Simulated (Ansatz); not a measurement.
# C2H8SSi2: one species, many methods

How much do the methods differ for C2H8SSi2? The plan is to run it at one geometry with functionals of several rungs and with coupled cluster. The yardstick is the atomisation energy at the CCSD(T) limit.

Computed with Ansatz 0.2.0, Gaussian basis. Level: functionals in def2-TZVPP, the program's frozen cores in correlated methods.

The runs, in order: PBE-D4, r2SCAN-D4, PBE0-D4, B3LYP-D4, ωB97X-V, ωB97M-V, B2PLYP; CCSD(T)/def2-TZVPP; MP2/def2-QZVPP; extrapolation to the limit.

## 1. The geometry

All runs share one geometry, relaxed beforehand with PBE0-D4 in a triple-zeta def2 set.

SMILES `C=C(S)[SiH2][SiH3]`, 13 atoms, charge 0, spin multiplicity 1.

Atoms are counted from 1 here; the program's logs count them from 0.

Bond lengths: C1–C2 1.334 Å, C1–H6 1.084 Å, C1–H7 1.087 Å, C2–S3 1.752 Å, C2–Si4 1.878 Å, S3–H8 1.345 Å, Si4–Si5 2.342 Å, Si4–H9 1.487 Å, Si4–H10 1.489 Å, Si5–H11 1.487 Å, Si5–H12 1.489 Å, Si5–H13 1.487 Å. Angles: C2–C1–H6 120.6°, C2–C1–H7 122.6°, H6–C1–H7 116.8°, C1–C2–S3 124.9°, C1–C2–Si4 120.7°, S3–C2–Si4 114.4°, C2–S3–H8 98.0°, C2–Si4–Si5 110.3°, C2–Si4–H9 107.2°, C2–Si4–H10 109.9°, Si5–Si4–H9 111.0°, Si5–Si4–H10 109.3°, H9–Si4–H10 109.2°, Si4–Si5–H11 110.0°, Si4–Si5–H12 109.8°, Si4–Si5–H13 110.5°, H11–Si5–H12 108.8°, H11–Si5–H13 109.0° and more.

## 2. PBE-D4 (GGA)

in.yaml reads:

```yaml
crystal:
  periodic: [false, false, false]
  atoms:
    - {symbol: C, position_ang: [-0.217946, 0.091901, 2.190407]}
    - {symbol: C, position_ang: [0.476061, -0.025135, 1.057299]}
    - {symbol: S, position_ang: [1.789201, -1.155887, 0.798447]}
    - {symbol: Si, position_ang: [0.045873, 1.020448, -0.442547]}
    - {symbol: Si, position_ang: [-0.634274, -0.347844, -2.217545]}
    - {symbol: H, position_ang: [-1.021727, 0.814578, 2.273802]}
    - {symbol: H, position_ang: [-0.015920, -0.518382, 3.066712]}
    - {symbol: H, position_ang: [1.767036, -1.748468, 2.006209]}
    - {symbol: H, position_ang: [-1.043940, 1.946396, -0.035167]}
    - {symbol: H, position_ang: [1.232270, 1.816154, -0.862173]}
    - {symbol: H, position_ang: [-1.756479, -1.222589, -1.784688]}
    - {symbol: H, position_ang: [-1.093704, 0.493189, -3.356620]}
    - {symbol: H, position_ang: [0.493651, -1.199159, -2.679338]}
basis:
  gaussian: {orbitals: def2-TZVPP}
hamiltonian: {xc: pbe, dispersion: d4}
output: {forces: true, orbitals: {seedname: orbitals}}
```

Command:

```
$ ansatz run in.yaml --threads 4 --pin off --events-out ev --progress --plain --max-ram 10444MiB
```

After this run come: r2SCAN-D4 (meta-GGA); PBE0-D4 (hybrid); B3LYP-D4 (hybrid); ωB97X-V (range-separated); ωB97M-V (range-separated); B2PLYP (double hybrid); CCSD(T) in def2-TZVPP; MP2 in def2-QZVPP.

Q: Predict the results of all the runs planned. Wanted: atomisation energy, CCSD(T)/CBS; farthest; mean size of error, hybrid; mean size of error, range-separated; gap, smallest and largest; T1 diagnostic; triples share of the correlation energy.

The runs gave:

```
                               quantity                                  value
        atomisation energy, CCSD(T)/CBS                          4374.7 kJ/mol
 functionals within 21.9 kJ/mol (0.5 %)  r2SCAN-D4, PBE0-D4, B3LYP-D4, ωB97M-V
                               farthest                  B2PLYP (-64.0 kJ/mol)
             mean size of error, hybrid                             2.0 kJ/mol
    mean size of error, range-separated                            17.4 kJ/mol
              gap, smallest and largest   4.07 eV (PBE-D4), 10.44 eV (ωB97X-V)
                          T1 diagnostic                                 0.0130
triples share of the correlation energy                                  4.3 %
```

PBE-D4 is off by +42.4 kJ/mol. Double hybrids carry the basis error of their MP2 part in triple zeta, and no dispersion term here, so their miss is partly the set-up's. The reference freezes the cores and leaves out relativity and excitations past (T), so misses under about 21.9 kJ/mol can't be ranked. Hartree-Fock recovers 74 % of the binding; the rest is correlation. Orbital gaps span 4.1 to 10.4 eV; exact exchange widens them.
